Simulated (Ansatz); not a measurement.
# CH₂BNS: how energies converge with the basis set

An exercise on one series of results from a longer session: the logs are not shown, and one member is left open.

Method: one geometry, several basis sets; program: Ansatz 0.2.0, Gaussian basis.

Levels to be run: PBE0-D4/def2-SVP; ωB97M-V/def2-SVP; PBE0-D4/def2-QZVPP; ωB97M-V/def2-QZVPP; the functionals' def2-TZVPP values are taken from earlier runs.

## The geometry

The geometry comes from an earlier relaxation with PBE0-D4 in a triple-zeta def2 set; it is a stationary point.

SMILES `S=C1BN1`, 6 atoms, charge 0, spin multiplicity 1.

Atoms are counted from 1 here; the program's logs count them from 0.

Bond lengths: S1–C2 1.608 Å, C2–B3 1.516 Å, C2–N4 1.373 Å, B3–N4 1.382 Å, B3–H5 1.181 Å, N4–H6 1.012 Å. Angles: S1–C2–B3 164.8°, S1–C2–N4 138.2°, B3–C2–N4 56.9°, C2–B3–N4 56.3°, C2–B3–H5 160.7°, N4–B3–H5 142.9°, C2–N4–B3 66.8°, C2–N4–H6 136.5°, B3–N4–H6 156.7°.

Set-up of the first run:

Contents of in.yaml:

```yaml
crystal:
  periodic: [false, false, false]
  atoms:
    - {symbol: S, position_ang: [-0.265991, -1.993892, 1.235944]}
    - {symbol: C, position_ang: [0.034636, -0.714539, 0.309482]}
    - {symbol: B, position_ang: [0.594041, 0.247866, -0.719851]}
    - {symbol: N, position_ang: [-0.433222, 0.566633, 0.148666]}
    - {symbol: H, position_ang: [1.257403, 0.682516, -1.594391]}
    - {symbol: H, position_ang: [-1.144767, 1.147315, 0.574051]}
basis:
  gaussian: {orbitals: def2-SVP}
hamiltonian: {xc: pbe0, dispersion: d4}
output: {orbitals: {seedname: orbitals}}
```

On the command line:

```sh
> ansatz run in.yaml --threads 2 --pin off --events-out ev --progress --plain --max-ram 4352MiB
```

Among the steps run: PBE0-D4 in def2-SVP; ωB97M-V in def2-SVP; PBE0-D4 in def2-QZVPP; ωB97M-V in def2-QZVPP.

One of the session's tables, all rows but one given; the rest of the session is left out.

It belongs to the step «Functionals by basis». 

```
functional       basis  HOMO (eV)
   PBE0-D4    def2-SVP      -5.92
   PBE0-D4  def2-TZVPP          ?
   PBE0-D4  def2-QZVPP      -6.15
   ωB97M-V    def2-SVP      -8.01
   ωB97M-V  def2-TZVPP      -8.23
   ωB97M-V  def2-QZVPP      -8.29
```

Q: Estimate the row for PBE0-D4, def2-TZVPP from the others.

The run gave: HOMO (eV): -6.11. In the column «HOMO (eV)» it lies between PBE0-D4, def2-QZVPP (-6.15) and PBE0-D4, def2-SVP (-5.92).
